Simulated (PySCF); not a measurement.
# [Dy(H2O)]3+: structure and properties

What shape and bonds does [Dy(H2O)]3+ have? It is relaxed from a template within its point group. The species was built from a template and needn't be a known compound.

Method: PBE0, Dy lcecp-1-SVP with ECP55, O def2-SVP, H def2-SVP; scalar-relativistic core potentials, no spin–orbit coupling; program: PySCF 2.14.0.

3 further runs of the same task are left out: 2 for a known fault of the program, 1 that didn't finish.

## 1. The starting structure

4 atoms, charge 3, spin multiplicity 1.

Bond lengths: Dy1–O2 2.447 Å, O2–H3 0.970 Å, O2–H4 0.970 Å. Angles: Dy1–O2–H3 127.5°, Dy1–O2–H4 127.5°, H3–O2–H4 105.1°.

As a file:

```xyz
4
DyH2O
Dy    0.0000    0.0000    0.0000
O     0.0000    0.0000    2.4475
H     0.7700    0.0000    3.0375
H    -0.7700    0.0000    3.0375
```

Formal oxidation states: Dy +3. Each metal's 9 4f electrons lie in its core potential, so multiplicities, spins and levels count the valence alone.

## 2. SCF at the start, singlet

The input, run.py (the lines that set the calculation):

```python
mol = gto.M(atom='''
Dy     0.00000     0.00000     0.00000
O      0.00000     0.00000     2.44750
H      0.77000     0.00000     3.03750
H     -0.77000     0.00000     3.03750''',
    basis={'Dy': 'lcecp-1-SVP', 'O': 'def2-SVP', 'H': 'def2-SVP'},
    ecp={'Dy': 'lcecp-1-SVP'},
    charge=3, spin=0)
mf = dft.RKS(mol, xc='PBE0')
mf.grids.atom_grid = (50, 194)  # f atoms: unpruned, at least (60, 302)
mf = mf.density_fit()  # fitting sets: Dy AutoAux, O def2-universal-JKFIT, H def2-universal-JKFIT
mf.conv_tol = 1e-08; mf.max_cycle = 55
mf.kernel(dm0)  # dm0: free metal ions and neutral atoms
```

Launch:

```bash
$ OMP_NUM_THREADS=2 python run.py
```

The program printed:

```text
init E= -102.038184752964
  HOMO = -1.69915945448141  LUMO = -1.01955463250933  gap/eV = 18.49299
cycle= 1 E= -109.727476617938  delta_E= -7.69  |g|= 3.27  |ddm|=  2.9
  HOMO = -0.805362586427981  LUMO = -0.802202858729551  gap/eV = 0.08598
cycle= 2 E= -98.5410864022602  delta_E= 11.2  |g|= 3.66  |ddm|= 5.04
  HOMO = -1.27656489759452  LUMO = -0.997421336995444  gap/eV = 7.59588
cycle= 3 E= -111.16041588451  delta_E= -12.6  |g|=  1.9  |ddm|= 4.76
  HOMO = -1.38566973518605  LUMO = -0.690489826822997  gap/eV = 18.91681
cycle= 4 E= -111.647734167947  delta_E= -0.487  |g|= 1.28  |ddm|= 1.02
  HOMO = -0.988739569924  LUMO = -0.776563596375848  gap/eV = 5.77360
cycle= 5 E= -111.987191733017  delta_E= -0.339  |g|= 0.158  |ddm|= 0.911
  HOMO = -0.967073251763054  LUMO = -0.774668674246462  gap/eV = 5.23560
cycle= 6 E= -111.994212945696  delta_E= -0.00702  |g|= 0.043  |ddm|= 0.22
  HOMO = -0.976634179102149  LUMO = -0.775260037764167  gap/eV = 5.47967
cycle= 7 E= -111.994614635502  delta_E= -0.000402  |g|= 0.0113  |ddm|= 0.0362
  HOMO = -0.978917315063494  LUMO = -0.773631448862619  gap/eV = 5.58611
cycle= 8 E= -111.994643383321  delta_E= -2.87e-05  |g|= 0.00101  |ddm|= 0.0092
  HOMO = -0.979122010159795  LUMO = -0.773507228540512  gap/eV = 5.59506
cycle= 9 E= -111.994643579384  delta_E= -1.96e-07  |g|= 0.000282  |ddm|= 0.000623
  HOMO = -0.979182172726087  LUMO = -0.773495066193081  gap/eV = 5.59703
cycle= 10 E= -111.994643597596  delta_E= -1.82e-08  |g|= 1.58e-05  |ddm|= 0.000221
  HOMO = -0.97918406079506  LUMO = -0.773493307619779  gap/eV = 5.59713
cycle= 11 E= -111.994643597651  delta_E= -5.53e-11  |g|= 2.99e-06  |ddm|= 1.59e-05
  HOMO = -0.9791823549882  LUMO = -0.773494138778339  gap/eV = 5.59706
Extra cycle  E= -111.994643597647  delta_E= 3.61e-12  |g|= 5.29e-06  |ddm|= 7.21e-06
converged SCF energy = -111.994643597647
```

It took 2 s on 2 threads of Arm Neoverse V1, shared host; peak memory 0.33 GiB.

Result: E = -111.994644 Eh, HOMO -26.64 eV, LUMO -21.05 eV, Mulliken charge on Dy1 +2.62 e. 

## 3. Relaxation, singlet

Steps are kept in the start's point group, C2v.

The input, run.py (the lines that set the calculation):

```python
mol = gto.M(atom='''
Dy     0.00000     0.00000    -0.24882
O      0.00000     0.00000     2.19868
H      0.77000     0.00000     2.78868
H     -0.77000     0.00000     2.78868''',
    basis={'Dy': 'lcecp-1-SVP', 'O': 'def2-SVP', 'H': 'def2-SVP'},
    ecp={'Dy': 'lcecp-1-SVP'},
    charge=3, spin=0)
mf = dft.RKS(mol, xc='PBE0')
mf.grids.atom_grid = (50, 194)  # f atoms: unpruned, at least (60, 302)
mf = mf.density_fit()  # fitting sets: Dy AutoAux, O def2-universal-JKFIT, H def2-universal-JKFIT
mf.conv_tol = 1e-08; mf.max_cycle = 55
mf.kernel(dm0)  # dm0: an SCF of this state at this start
# quasi-Newton relaxation in Cartesian coordinates to a largest gradient under 0.00045 Eh/bohr, steps kept in the point group
```

Launch:

```bash
$ OMP_NUM_THREADS=2 python run.py
```

The driver keeps no SCF log for this step, only its results.

Wall time 6.6 s (2 threads of Arm Neoverse V1, shared host).

Step by step:

```csv
step,energy from step 1 (eV),largest force component (eV/Å)
1,0.0000,3.2877
2,-0.1960,1.6451
3,-0.3430,1.4968
4,-0.3630,0.2747
5,-0.3670,0.0845
6,-0.3675,0.0049
```

Distances of close pairs at the start and the end, largest changes first:

```csv
bond,before (Å),after (Å),change (Å)
Dy1–O2,2.448,2.171,-0.277
O2–H3,0.970,1.003,+0.033
O2–H4,0.970,1.003,+0.033
```

It ends in C2v at E = -112.008149 Eh.

```csv
atom,x (Å),y (Å),z (Å)
Dy1,0.0000,0.0000,-0.0615
O2,0.0000,0.0000,2.1093
H3,0.7802,0.0000,2.7397
H4,-0.7802,0.0000,2.7397
```

## 4. The relaxed geometry turned into its symmetry frame

The input, run.py (the lines that set the calculation):

```python
mol = gto.M(atom='''
Dy     0.00000     0.00000    -0.22188
O      0.00000     0.00000     1.94894
H      0.78025     0.00000     2.57927
H     -0.78025     0.00000     2.57927''',
    basis={'Dy': 'lcecp-1-SVP', 'O': 'def2-SVP', 'H': 'def2-SVP'},
    ecp={'Dy': 'lcecp-1-SVP'},
    charge=3, spin=0)
mf = dft.RKS(mol, xc='PBE0')
mf.grids.atom_grid = (50, 194)  # f atoms: unpruned, at least (60, 302)
mf = mf.density_fit()  # fitting sets: Dy AutoAux, O def2-universal-JKFIT, H def2-universal-JKFIT
mf.conv_tol = 1e-08; mf.max_cycle = 55
mf.kernel(dm0)  # dm0: free metal ions and neutral atoms
```

Launch:

```bash
$ OMP_NUM_THREADS=2 python run.py
```

The program printed:

```text
init E= -102.018920752112
  HOMO = -1.74664615430649  LUMO = -1.04662778362804  gap/eV = 19.04847
cycle= 1 E= -109.654766282779  delta_E= -7.64  |g|= 3.31  |ddm|= 2.94
  HOMO = -0.786632560373483  LUMO = -0.780371187702915  gap/eV = 0.17038
cycle= 2 E= -98.9739456575553  delta_E= 10.7  |g|=  3.9  |ddm|= 5.07
  HOMO = -1.35930679272388  LUMO = -0.974468881373966  gap/eV = 10.47197
cycle= 3 E= -111.304452703387  delta_E= -12.3  |g|= 1.73  |ddm|= 4.74
  HOMO = -1.32472886116002  LUMO = -0.726626063875088  gap/eV = 16.27521
cycle= 4 E= -111.76430863447  delta_E= -0.46  |g|= 1.08  |ddm|= 1.15
  HOMO = -1.03806266352593  LUMO = -0.773182644760598  gap/eV = 7.20775
cycle= 5 E= -112.004732318804  delta_E= -0.24  |g|= 0.114  |ddm|= 0.789
  HOMO = -1.03399452029257  LUMO = -0.759267485055435  gap/eV = 7.47570
cycle= 6 E= -112.007861066355  delta_E= -0.00313  |g|= 0.0349  |ddm|= 0.15
  HOMO = -1.03744085429841  LUMO = -0.762168863932485  gap/eV = 7.49053
cycle= 7 E= -112.008135325663  delta_E= -0.000274  |g|= 0.00772  |ddm|= 0.0344
  HOMO = -1.03882009381912  LUMO = -0.761298165291485  gap/eV = 7.55176
cycle= 8 E= -112.008148357904  delta_E= -1.3e-05  |g|= 0.00109  |ddm|= 0.00569
  HOMO = -1.03899069223465  LUMO = -0.761160549573704  gap/eV = 7.56014
cycle= 9 E= -112.008148603151  delta_E= -2.45e-07  |g|= 0.000219  |ddm|= 0.000788
  HOMO = -1.03903889107573  LUMO = -0.761155622961417  gap/eV = 7.56159
cycle= 10 E= -112.008148613554  delta_E= -1.04e-08  |g|= 1.24e-05  |ddm|= 0.000157
  HOMO = -1.03904081072876  LUMO = -0.761154131271865  gap/eV = 7.56168
cycle= 11 E= -112.008148613588  delta_E= -3.43e-11  |g|= 1.86e-06  |ddm|= 1.2e-05
  HOMO = -1.03903982958259  LUMO = -0.761154560831864  gap/eV = 7.56164
Extra cycle  E= -112.008148613587  delta_E= 1.11e-12  |g|= 3.06e-06  |ddm|= 3.98e-06
converged SCF energy = -112.008148613587
```

It took 0.6 s on 2 threads of Arm Neoverse V1, shared host.

Result: E = -112.008149 Eh, HOMO -28.27 eV, LUMO -20.71 eV, Mulliken charge on Dy1 +2.55 e. 

## 5. Harmonic vibrations

Edit run.py (the lines that set the calculation) of step 4 so:

```diff
@@ -11,3 +11,4 @@
 mf = mf.density_fit()  # fitting sets: Dy AutoAux, O def2-universal-JKFIT, H def2-universal-JKFIT
-mf.conv_tol = 1e-08; mf.max_cycle = 55
-mf.kernel(dm0)  # dm0: free metal ions and neutral atoms
+mf.conv_tol = 1e-10; mf.max_cycle = 55
+mf.kernel(dm0)  # dm0: the density of the relaxed state
+# Hessian and dipole derivatives by central differences of gradients, 0.02 bohr
```

Launch:

```bash
$ OMP_NUM_THREADS=2 python run.py
```

The driver keeps no SCF log for this step, only its results.

It took 13 s on 2 threads of Arm Neoverse V1, shared host.

Point group C2v; negative numbers are unstable modes, and those under 60 cm⁻¹ are near the numerical noise:

```csv
cm⁻¹,km/mol,symmetry
473,20.6,a1
688,98.2,b2
751,430.3,b1
1653,170.2,a1
3386,823.1,a1
3395,593.5,b2
```

## 6. Properties on a finer grid

The input, run.py (the lines that set the calculation):

```python
mol = gto.M(atom='''
Dy     0.00000     0.00000    -0.06147
O      0.00000     0.00000     2.10934
H      0.78025     0.00000     2.73968
H     -0.78025     0.00000     2.73968''',
    basis={'Dy': 'lcecp-1-SVP', 'O': 'def2-SVP', 'H': 'def2-SVP'},
    ecp={'Dy': 'lcecp-1-SVP'},
    charge=3, spin=0)
mf = dft.RKS(mol, xc='PBE0')
mf.grids.atom_grid = (75, 302)  # f atoms: unpruned, at least (60, 302)
mf = mf.density_fit()  # fitting sets: Dy AutoAux, O def2-universal-JKFIT, H def2-universal-JKFIT
mf.conv_tol = 1e-09; mf.max_cycle = 55
mf.kernel(dm0)  # dm0: the density of the relaxed state
```

Launch:

```bash
$ OMP_NUM_THREADS=2 python run.py
```

The program printed:

```text
init E= -112.008150717725
  HOMO = -1.03903989953736  LUMO = -0.761154945124086  gap/eV = 7.56163
cycle= 1 E= -112.00815071775  delta_E= -2.51e-11  |g|= 6.22e-06  |ddm|= 1.71e-05
  HOMO = -1.03904275954816  LUMO = -0.761155051945914  gap/eV = 7.56171
Extra cycle  E= -112.008150717741  delta_E= 9.24e-12  |g|= 9.44e-06  |ddm|= 9.78e-06
converged SCF energy = -112.008150717741
```

It took 2.7 s on 2 threads of Arm Neoverse V1, shared host.

Result: E = -112.008151 Eh, HOMO -28.27 eV, LUMO -20.71 eV, Mulliken charge on Dy1 +2.55 e, largest force component 0.005 eV/Å. 

Löwdin charges:

```csv
atom,value (e)
Dy1,2.44
O2,0.06
H3,0.25
H4,0.25
```

Mulliken charges: Dy1 +2.55, O2 -0.30, H3 +0.38, H4 +0.38 e.

Contacts (the nearest donor of each ligand) and Mayer bond orders:

```csv
contact,distance (Å),bond order
Dy1–O2 (H2O),2.171,0.77
```

Mulliken populations of Dy1 outside the core potential: s 2.05, p 6.05, d 0.33, f 0.02.

Orbitals, density, ELF and potential are computed afterwards from the orbital file.

Frontier orbitals at PBE0, with the share of their density that lies nearest to each atom:

```csv
orbital,energy (eV),lies on
HOMO,-28.27,"O2 83 %; H3, H4 about 7 % each"
LUMO,-20.71,Dy1 97 %
```

ELF in a plane through or near 4 of the atoms.

Ten even steps from ' ' (0.00) to '@' (0.99):
```
                                                        
                                                        
                                                        
                                                        
                              ..::::                    
                            ..==****==                  
          ..--++**--    ..::==%%@@%%##--                
        ..--##%%%%##::  --==**%%@@@@%%==                
        ::**%%%%%%%%++..++####%%@@@@##::                
      ..==%%%%==::%%##::####--++##++::                  
      ..==%%%%==..%%##::####--==##++::                  
        ::**%%%%@@%%++..++##%%@@@@@@##::                
          --##%%%%##::  --==**%%@@@@%%==                
            --++**--    ..::==%%@@%%##--                
                ..          ..==****==                  
                              ..::::..                  
                                                        
                                                        
                                                        
                                                        
```
The map spans 9.1 Å across and 6.8 Å up, centred on the molecule. Atoms in the plane (x, y in Å): Dy1 (-1.9, 0.0), O2 (0.2, 0.0), H3 (0.9, 0.8), H4 (0.9, -0.8).

On the surface of density 0.002 e/bohr³ the electrostatic potential runs, from the 1st to the 99th percentile, from 14.38 V near O2 to 25.97 V near Dy1.

## 7. Summary of results

```
                                              quantity                            value
                                 state and point group      singlet in the valence, C2v
                                                 modes  473 to 3395 cm⁻¹, none unstable
strongest infrared band (modes within 1.5 cm⁻¹ summed)           3386 cm⁻¹ (823 km/mol)
                                     zero-point energy                         0.641 eV
                               ideal gas, 298 K, 1 bar   S = 274.5, Cp = 45.6 J/(mol K)
                                 metal–ligand contacts                           2.17 Å
                                       frontier levels   HOMO -28.27 eV, LUMO -20.71 eV
                       dipole about the centre of mass                           3.31 D
                                   mean polarisability                           2.1 Å³
```

In words: All modes are real, so the structure is a minimum. The metal carries +2.44 e by Löwdin's partition against a formal +3, and bond orders to the nearest donors reach 0.77. Both measures hang on the basis. One start shape was tried, so another isomer may lie lower. These are double-zeta-type bases without diffuse functions. Spin–orbit coupling is left out.
